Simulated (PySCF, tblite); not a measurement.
# C4H10O2SSi2: geometry, infrared bands and NMR shifts

Wanted: the infrared bands and NMR shifts of C4H10O2SSi2 (`C[C@@H]1CC(=O)O[Si@@H]1S[SiH3]`), by calculation.

The runs use tblite 0.8.0 and PySCF 2.14.0, with density-fitted response routines of our own; the level of theory stands in each step. All values are computed, except where a source is named. Atoms are numbered from 0 throughout.

## (1) The molecule as given

19 atoms, charge 0, multiplicity 1; geometry from: force field or distance geometry start.

Bonds of the start (Å): C0–C1 1.51, C1–C2 1.56, C2–C3 1.51, C3–O4 1.24, C3–O5 1.36, O5–Si6 1.67, Si6–S7 2.13, S7–Si8 2.14, Si6–C1 1.89, C0–H9 1.10, C0–H10 1.11, C0–H11 1.09, C1–H12 1.08, C2–H13 1.10, C2–H14 1.10, Si6–H15 1.46, Si8–H16 1.49, Si8–H17 1.48, Si8–H18 1.48.

## (2) Optimising the geometry with GFN2-xTB

What the job is given:

```
{"job": {"kind": "relax", "xc": "GFN2-xTB", "basis": "xTB"}, "charge": 0, "multiplicity": 1}
C     -1.963900     1.317900    -0.627200
C     -1.300200    -0.022400    -0.825000
C     -1.701500    -1.057100     0.265200
C     -0.588600    -2.066200     0.438700
O     -0.747900    -3.179400     0.955900
O      0.626200    -1.608100     0.045000
Si     0.581400    -0.118700    -0.700200
S      1.367100     1.351000     0.626800
Si     3.414900     0.841100     0.287600
H     -1.779500     1.746200     0.367600
H     -3.061200     1.218100    -0.732700
H     -1.632300     2.039500    -1.373400
H     -1.579300    -0.423900    -1.788700
H     -2.622400    -1.569700    -0.049000
H     -1.887800    -0.565300     1.235000
H      1.227300    -0.122100    -2.014800
H      4.257200     1.753200     1.103400
H      3.654500    -0.566600     0.687100
H      3.726400     1.041800    -1.143700
```

Launch:

```sh
$ OMP_NUM_THREADS=1 python probes_run.py task.json out
```

One launch serves the whole session: the jobs run in the order shown.

**Question.** This job is followed by: GFN2-xTB harmonic vibrations, gas phase; GIAO PBE0/pcSseg-1 NMR shielding, non-relativistic, gas phase. What will the session give for the following? strongest single infrared mode (GFN2-xTB); zero-point energy (GFN2-xTB); 13C shifts against TMS (PBE0/pcSseg-1); 1H shifts against TMS (PBE0/pcSseg-1, means over atoms taken as alike); 17O shifts against H2O (PBE0/pcSseg-1); 29Si shifts against TMS (PBE0/pcSseg-1); 33S shifts against CS2 (PBE0/pcSseg-1); surface potential, 1st and 99th percentile.

**Answer**, as computed:

```
                                                              quantity                                   value
                             strongest single infrared mode (GFN2-xTB)                   1804 cm⁻¹, 548 km/mol
                                          zero-point energy (GFN2-xTB)                           82.7 kcal/mol
                                13C shifts against TMS (PBE0/pcSseg-1)             176.7, 39.8, 23.1, 16.1 ppm
1H shifts against TMS (PBE0/pcSseg-1, means over atoms taken as alike)  5.60, 4.73, 2.77, 2.12, 1.65, 1.29 ppm
                                17O shifts against H2O (PBE0/pcSseg-1)                        468.2, 231.4 ppm
                               29Si shifts against TMS (PBE0/pcSseg-1)                         22.8, -56.9 ppm
                                33S shifts against CS2 (PBE0/pcSseg-1)                                -305 ppm
                                 surface potential, 1st and 99th percentile                      -1.77 V and 1.59 V
```

In words: Relaxing lowered the energy by 0.296 eV in 153 steps; the close pair that moved most is C3–O4, from 1.238 to 1.195 Å. All 51 modes are real, so the xTB geometry is a minimum. The strongest single mode, at 1804 cm⁻¹, moves mainly C3 and O4. GFN2-xTB is a fitted tight-binding method: band positions and strengths are rough. Its intensities can rank the bands wrongly. At PBE0/pcSseg-1: The largest span, 721 ppm, is at O4, where the paramagnetic term is -531 ppm. At PBE0/pcSseg-1, counted by nearest atom on the grid, the HOMO lies on S7 73 %, the LUMO on Si6 21 %; Si8 14 %.
